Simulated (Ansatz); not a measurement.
**As₂H₂+ (quartet): the correlation ladder, cc-pVDZ**

An exercise on one series of results from a longer session: the logs are not shown, and one member is left open.

Method: cc-pVDZ, core rule «outside noble gas», up to 28 orbitals frozen; program: Ansatz 0.2.0, Gaussian basis.

Plan: UHF; CCSD(T) on ROHF; CCSD(T) on UHF; BCCD(T) on ROHF; CISD as a restricted active space (open shells left free, so some higher excitations enter); CCSDT(Q) on ROHF; CCSDT(Q) on UHF; CASSCF and MRCISD+Q, 11 electrons in 10 orbitals; CASSCF and NEVPT2, 11 electrons in 10 orbitals.

20 further runs of the same task are left out: 6 that didn't finish, 14 set aside as unsound or not needed. Runs told in other sessions of the task aren't counted.

## The system

The geometry is a PBE0/def2-TZVP stationary point (not a proven minimum) of the parent state, kept for this charge and spin. No spin-orbit coupling is included. The filled d shell of As may be among the frozen orbitals whatever the setting's name suggests.

4 atoms, charge 1, spin multiplicity 4.

Atoms are counted from 1 here; the program's logs count them from 0.

Bond lengths: As1–As2 2.411 Å, As1–H3 1.530 Å, As2–H4 1.530 Å. Angles: As2–As1–H3 92.6°, As1–As2–H4 92.6°.

The first run:

File in.yaml:

```yaml
crystal:
  periodic: [false, false, false]
  atoms:
    - {symbol: As, position_ang: [0.014278, -0.034459, 1.204926]}
    - {symbol: As, position_ang: [0.014281, 0.034458, -1.204926]}
    - {symbol: H, position_ang: [-1.061382, 1.049446, 1.305639]}
    - {symbol: H, position_ang: [-1.061448, -1.049378, -1.305639]}
basis:
  gaussian: {orbitals: cc-pVDZ}
total_charge: 1
magnetization: {spin_polarized: true, initial_magnetization: 3}
hamiltonian: {xc: hf}
output: {orbitals: {seedname: orbitals}}
```

On the command line:

```bash
$ ansatz run in.yaml --threads 1 --pin off --events-out ev --progress --plain --max-ram 2393MiB
```

Among the steps run: UHF; CCSD(T) on ROHF; CCSD(T) on UHF; BCCD(T) on ROHF; CISD as a restricted active space (open shells left free, so some higher excitations enter); CCSDT(Q) on ROHF; CCSDT(Q) on UHF; CASSCF and MRCISD+Q, 11 electrons in 10 orbitals; CASSCF and NEVPT2, 11 electrons in 10 orbitals.

One of the session's tables, all rows but one given; the rest of the session is left out.

| method | from UCCSDT(Q) (kcal/mol) |
| --- | --- |
| ROHF | +132.84 |
| UHF | +125.71 |
| RMP2 | +27.01 |
| UMP2 | +28.47 |
| CISD | +13.95 |
| RCCSD | +4.99 |
| UCCSD | +4.55 |
| RCCSD(T) | +1.23 |
| UCCSD(T) | +0.98 |
| BCCD(T) | +1.24 |
| RCCSDT | +0.49 |
| UCCSDT | ? |
| RCCSDT(Q) | +0.29 |
| UCCSDT(Q) | 0 |
| CASSCF valence | +92.49 |
| NEVPT2 valence | +21.34 |
| MRCISD valence | +7.12 |
| MRCISD+Q valence | +0.47 |

**Question.** Estimate the row for UCCSDT.

The run gave: from UCCSDT(Q) (kcal/mol): +0.19. In the column «from UCCSDT(Q) (kcal/mol)» it lies between UCCSDT(Q) (0) and RCCSDT(Q) (+0.29).

To keep in mind: Restricted and unrestricted rows rest on different reference determinants; a gap between their highest levels can come from leftover correlation error, from unlike frozen cores or from another state.
